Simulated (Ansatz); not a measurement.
# triplet CH6GeO at 6 levels

Aim: a comparison of 6 runs (U-r2SCAN/cc-pVDZ, U-revPBE/cc-pVDZ, U-wB97M-V/cc-pVDZ, UB3LYP/cc-pVDZ, UCAM-B3LYP/cc-pVDZ, RPA@PBE/cc-pVDZ) of triplet CH6GeO. 

Program for the calculation: Ansatz 0.2.0.

64 further runs of the same task are left out: 64 set aside as unsound or not needed.

### 1 The system as given

CH6GeO has 9 atoms, charge 0, and is taken as a triplet. As SMILES of the parent species, `C[O][GeH3]`. The coordinates come from a PBE0-D4/def2-TZVP relaxation. That shape belongs to the parent species and isn't relaxed for this state.

Bond lengths: C1–O2 1.406 Å, O2–Ge3 1.779 Å, C1–H4 1.093 Å, C1–H5 1.099 Å, C1–H6 1.099 Å, Ge3–H7 1.542 Å, Ge3–H8 1.531 Å, Ge3–H9 1.542 Å. Some angles: C1–O2–Ge3 117.8°, O2–C1–H4 108.1°, O2–C1–H5 112.2°, O2–C1–H6 112.2°, O2–Ge3–H7 108.9°, O2–Ge3–H8 104.9°, O2–Ge3–H9 108.9°, H4–C1–H5 108.0°, H4–C1–H6 108.0°, H5–C1–H6 108.1°.

### 2 The energy at U-r2SCAN/cc-pVDZ (run 1)

Contents of run.yaml:

```yaml
crystal:
  periodic: [false, false, false]
  atoms:
    - symbol: C
      position_ang: [-0.461600, 0.939500, -0.879600]
    - symbol: O
      position_ang: [-0.657300, -0.383600, -0.447300]
    - symbol: Ge
      position_ang: [0.409500, -1.004400, 0.834300]
    - symbol: H
      position_ang: [-1.194400, 1.152600, -1.661500]
    - symbol: H
      position_ang: [0.540900, 1.094500, -1.301500]
    - symbol: H
      position_ang: [-0.607700, 1.666800, -0.069200]
    - symbol: H
      position_ang: [1.870200, -0.939000, 0.345100]
    - symbol: H
      position_ang: [-0.054100, -2.444000, 1.070300]
    - symbol: H
      position_ang: [0.242900, -0.128600, 2.092200]
basis:
  gaussian:
    orbitals: cc-pVDZ
magnetization:
  spin_polarized: true
  initial_magnetization: 2
hamiltonian:
  xc: {name: r2SCAN}
accuracy: high
output:
  orbitals: {seedname: orbitals}
```

Run with:

```bash
$ ansatz run run.yaml --threads 1 --pin off --max-ram 3480MiB --events-out events.jsonl --progress --plain --runs-dir runs
```

What it wrote:

```text
Warning: RAYON_NUM_THREADS=1 ignored (pool sized by the plan → 1); use --threads N
Functional definition: r2SCAN
  name "r2SCAN"
  parameter k0 = 0.174
  parameter k1 = 0.065
  parameter a1 = 4.9479
  exchange = r2scan_x(k0 = k0, k1 = k1, a1 = a1)
  correlation = r2scan_c
2014 factors; integrals over basis functions are off by at most 4.4e-9 eV
mean field evaluation 1: about -59685.7950 eV, gradient 3.2e1 eV
mean field evaluation 2: about -59665.8673 eV, gradient 7.0e1 eV
mean field evaluation 4: about -59690.4529 eV, gradient 1.1e1 eV
mean field evaluation 8: about -59690.9222 eV, gradient 3.5e-1 eV
mean field evaluation 16: about -59690.9233 eV, gradient 3.2e-4 eV
mean field evaluation 32: about -59690.2352 eV, gradient 6.2e0 eV
mean field -59690.92331127 eV, -2193.6009717282 hartree, gradient 9.4e-8 eV, S^2 2.006605; 5 other end points of the search recorded, 0 dependent functions left out
reference -59690.92331360 eV, -2193.6009718138 hartree; 27, 25 occupied and 58, 60 virtual orbitals, 2014 factors
Total energy: -59690.92331360 eV, -2193.6009718138 hartree
```

It took 30 s on 1 thread of Arm Neoverse V2, shared host; peak memory 0.42 GiB.

### 3 A single-point energy at U-revPBE/cc-pVDZ (run 2)

Contents of run.yaml:

```yaml
crystal:
  periodic: [false, false, false]
  atoms:
    - {symbol: C, position_ang: [-0.461600, 0.939500, -0.879600]}
    - {symbol: O, position_ang: [-0.657300, -0.383600, -0.447300]}
    - {symbol: Ge, position_ang: [0.409500, -1.004400, 0.834300]}
    - {symbol: H, position_ang: [-1.194400, 1.152600, -1.661500]}
    - {symbol: H, position_ang: [0.540900, 1.094500, -1.301500]}
    - {symbol: H, position_ang: [-0.607700, 1.666800, -0.069200]}
    - {symbol: H, position_ang: [1.870200, -0.939000, 0.345100]}
    - {symbol: H, position_ang: [-0.054100, -2.444000, 1.070300]}
    - {symbol: H, position_ang: [0.242900, -0.128600, 2.092200]}
basis:
  gaussian: {orbitals: cc-pVDZ}
magnetization: {spin_polarized: true, initial_magnetization: 2}
hamiltonian: {xc: {name: revPBE}}
accuracy: high
output: {orbitals: {seedname: orbitals}}
```

Run with:

```bash
$ ansatz run run.yaml --threads 1 --pin off --max-ram 3480MiB --events-out events.jsonl --progress --plain --runs-dir runs
```

What it wrote:

```text
Warning: RAYON_NUM_THREADS=1 ignored (pool sized by the plan → 1); use --threads N
Functional definition: revPBE
  name "revPBE"
  parameter kappa = 1.245
  parameter beta = 0.06672455060314922
  exchange = pbe_x(kappa = kappa, mu = beta*pi^2/3)
  correlation = pbe_c(beta = beta)
2014 factors; integrals over basis functions are off by at most 4.4e-9 eV
mean field evaluation 1: about -59681.7198 eV, gradient 3.5e1 eV
mean field evaluation 2: about -59652.2558 eV, gradient 8.4e1 eV
mean field evaluation 4: about -59686.7798 eV, gradient 1.5e1 eV
mean field evaluation 8: about -59687.6693 eV, gradient 6.8e-2 eV
mean field evaluation 16: about -59687.6671 eV, gradient 1.6e-4 eV
mean field evaluation 32: about -59683.3859 eV, gradient 1.4e1 eV
mean field evaluation 64: about -59687.6279 eV, gradient 2.3e0 eV
mean field -59687.66714443 eV, -2193.4813098040 hartree, gradient 4.4e-8 eV, S^2 2.002924; 6 other end points of the search recorded, 0 dependent functions left out
reference -59687.66714894 eV, -2193.4813099697 hartree; 27, 25 occupied and 58, 60 virtual orbitals, 2014 factors
Total energy: -59687.66714894 eV, -2193.4813099697 hartree
```

Wall time 14 s (1 thread of Arm Neoverse V2, shared host); peak memory 0.3 GiB.

### 4 A single-point energy at U-wB97M-V/cc-pVDZ (run 3)

Contents of molecule.yaml:

```yaml
crystal:
  periodic: [false, false, false]
  atoms:
    - {symbol: C, position_ang: [-0.461600, 0.939500, -0.879600]}
    - {symbol: O, position_ang: [-0.657300, -0.383600, -0.447300]}
    - {symbol: Ge, position_ang: [0.409500, -1.004400, 0.834300]}
    - {symbol: H, position_ang: [-1.194400, 1.152600, -1.661500]}
    - {symbol: H, position_ang: [0.540900, 1.094500, -1.301500]}
    - {symbol: H, position_ang: [-0.607700, 1.666800, -0.069200]}
    - {symbol: H, position_ang: [1.870200, -0.939000, 0.345100]}
    - {symbol: H, position_ang: [-0.054100, -2.444000, 1.070300]}
    - {symbol: H, position_ang: [0.242900, -0.128600, 2.092200]}
basis:
  gaussian: {orbitals: cc-pVDZ}
accuracy: high
hamiltonian: {xc: {name: wB97M-V}}
magnetization: {spin_polarized: true, initial_magnetization: 2}
output: {orbitals: {seedname: orbitals}}
```

Run with:

```bash
$ ansatz run molecule.yaml --threads 1 --pin off --max-ram 3480MiB --events-out events.jsonl --progress --plain --runs-dir runs
```

What it wrote, cut to the lines that bear on the results:

```text
Warning: RAYON_NUM_THREADS=1 ignored (pool sized by the plan → 1); use --threads N
Functional definition: wB97M-V
  name "wB97M-V"
[...]
  gx(w, u) = 1 - cx + cx01*u + cx10*w
  gss(w, u) = css00 + css04*u^4 + css10*w + css20*w^2 + css43*w^4*u^3
  gos(w, u) = cos00 + cos10*w + (cos20 + cos21*u)*w^2 + (cos60 + cos61*u)*w^6
[...]
      + integral(e_c_pw_mod_opposite_spin*gos(b97_w_opposite, b97_u_opposite)) + vv10(b, c)
2014 factors; integrals over basis functions are off by at most 4.4e-9 eV
353 factors; integrals over basis functions are off by at most 2.1e-9 eV
[...]
mean field -59687.68361432 eV, -2193.4819150612 hartree, gradient 6.4e-8 eV, S^2 2.005454; 2 other end points of the search recorded, 0 dependent functions left out
reference -59687.68361865 eV, -2193.4819152204 hartree; 27, 25 occupied and 58, 60 virtual orbitals, 2014 factors
Total energy: -59687.68361865 eV, -2193.4819152204 hartree
```

Run time: 2.6 min. Hardware: 1 thread of Arm Neoverse V2, shared host; peak memory 1 GiB.

Runs 4 to 5 aren't shown in full; the table further down has their settings and results.

### 5 A single-point energy at RPA@PBE/cc-pVDZ (run 6)

Contents of job.yaml:

```yaml
crystal:
  periodic: [false, false, false]
  atoms:
    - {symbol: C, position_ang: [-0.461600, 0.939500, -0.879600]}
    - {symbol: O, position_ang: [-0.657300, -0.383600, -0.447300]}
    - {symbol: Ge, position_ang: [0.409500, -1.004400, 0.834300]}
    - {symbol: H, position_ang: [-1.194400, 1.152600, -1.661500]}
    - {symbol: H, position_ang: [0.540900, 1.094500, -1.301500]}
    - {symbol: H, position_ang: [-0.607700, 1.666800, -0.069200]}
    - {symbol: H, position_ang: [1.870200, -0.939000, 0.345100]}
    - {symbol: H, position_ang: [-0.054100, -2.444000, 1.070300]}
    - {symbol: H, position_ang: [0.242900, -0.128600, 2.092200]}
basis:
  gaussian:
    orbitals: cc-pVDZ
magnetization:
  spin_polarized: true
  initial_magnetization: 2
hamiltonian:
  xc: pbe
correlation:
  method: rpa
  frozen_orbitals: {C: 1, Ge: 9, H: 0, O: 1}
accuracy: high
```

Run with:

```bash
$ ansatz run job.yaml --threads 1 --pin off --max-ram 3480MiB --events-out events.jsonl --progress --plain --runs-dir runs
```

What it wrote, cut to the lines that bear on the results:

```text
Warning: RAYON_NUM_THREADS=1 ignored (pool sized by the plan → 1); use --threads N
Functional definition: PBE
  name "PBE"
[...]
2014 factors; integrals over basis functions are off by at most 4.4e-9 eV
[...]
mean field -59680.55063998 eV, -2193.2197830891 hartree, gradient 7.7e-9 eV, S^2 2.002736; 8 other end points of the search recorded, 0 dependent functions left out
11 core orbitals not correlated: weight in the atoms' cores, before any rotation towards them, 1.000 or more for the frozen orbitals, at most 0.000 for the correlated occupied ones
reference -59626.91821572 eV, -2191.2488278510 hartree; 16, 14 occupied and 58, 60 virtual orbitals, 2014 factors
Total energy: -59648.64138588 eV, -2192.0471396299 hartree
```

Wall time 24 s (1 thread of Arm Neoverse V2, shared host); peak memory 0.41 GiB.

### 6 The series

```csv
run,level,frozen core orbitals,energy (Eh),HOMO energy (eV),⟨S²⟩,wall time
1,U-r2SCAN/cc-pVDZ,–,-2193.600972,-1.07,2.007,30 s
2,U-revPBE/cc-pVDZ,–,-2193.481310,-0.90,2.003,14 s
3,U-wB97M-V/cc-pVDZ,–,-2193.481915,-3.43,2.005,2.6 min
4,UB3LYP/cc-pVDZ,–,-2193.721208,-1.46,2.005,16 s
5,UCAM-B3LYP/cc-pVDZ,–,-2193.732235,-2.63,2.006,20 s
6,RPA@PBE/cc-pVDZ,11,-2192.047140,–,2.003,24 s
```

### 7 Summary of results

```
                                quantity           value
                     run 6: total energy  -2192.04714 Eh
 run 6: RPA correlation energy (valence)      -798.3 mEh
run 6: ⟨S²⟩ of the reference determinant           2.003
```

In words: Totals of different functionals can't be ranked against each other. All runs together took 4.3 min, the longest 2.6 min.
